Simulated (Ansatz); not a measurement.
# C₂H₄BrFSi, SMILES FC1C[SiH]1Br: a ladder of methods at one geometry

Program: Ansatz's Python interface.

Notebook, run cell by cell (the value of a cell's last expression is shown):

In [1]:
```python
from pathlib import Path

import ansatz as az
from ase import Atoms
import numpy as np
```

In [2]:
```python
atoms = Atoms(["F", "C", "C", "Si", "Br", "H", "H", "H", "H"], positions=[
    (-0.7173, -1.3016, 1.5823),
    (-0.1907, -0.1558, 0.9633),
    (0.7732, -0.4286, -0.1118),
    (-0.763, 0.4247, -0.6291),
    (-0.3195, 2.4665, -1.2061),
    (0.0434, 0.5985, 1.7204),
    (0.9165, -1.4353, -0.4727),
    (1.7075, 0.2271, -0.2021),
    (-1.3615, -0.4417, -1.6612),
])
mol = az.Crystal.molecule_from_ase(atoms)

calc = mol.calculation().basis(gaussian="def2-SVP")
```

In [3]:
```python
print("functional    E (Ha)        dipole (D)   HOMO (eV)  LUMO (eV)")
for name in ["revpbe", "r2scan0", "pbe0", "b3lyp", "hf", "r2scan"]:
    summary = calc.functional(name).forces().orbitals().run(threads=1, runs_dir="runs").report
    lines = Path(summary["orbitals_path"]).read_text().splitlines()
    field_of = lambda key: [line.split("=")[1].strip() for line in lines if line.startswith(key)]
    orbitals = [(27.211386 * float(e), s, float(n)) for e, s, n in zip(field_of("Ene="), field_of("Spin="), field_of("Occup="))]
    homo = max(e for e, _, n in orbitals if n > 0.5)
    lumo = min(e for e, _, n in orbitals if n < 0.5)
    dipole = 4.803205 * np.linalg.norm(summary["charge_distribution"]["dipole_moment_e_ang"])
    print(f"{name:10s} {summary['free_energy_ev'] / 27.211386246:14.6f} {dipole:9.3f} {homo:11.3f} {lumo:10.3f}")
```
```text
functional    E (Ha)        dipole (D)   HOMO (eV)  LUMO (eV)
revpbe       -3041.203997     0.692      -5.689     -1.558
r2scan0      -3041.391404     0.861      -7.130     -0.777
pbe0         -3040.936083     0.817      -6.944     -0.834
b3lyp        -3041.583521     0.825      -6.681     -1.012
hf           -3038.263625     1.150      -9.630      2.461
r2scan       -3041.419512     0.773      -6.032     -1.510
```

Total energies depend on the basis set; only differences at equal settings carry meaning. The geometry is a force-field or estimated start, not a minimum of this method, and the basis set is short of its limit. A lower total doesn't mark the better method: functionals have no common bound, and MP2 and coupled cluster aren't variational. b3lyp holds the VWN-RPA fit, as in Gaussian; the form of ORCA and Turbomole is b3lyp5. Levels such as HOMO and LUMO are orbital energies: with these approximate functionals they aren't the ionisation energy and electron affinity, and their gap isn't the fundamental gap. Timing: 30 s on 1 thread of Arm Neoverse V2, with other jobs on the host, peak memory 0.35 GiB.
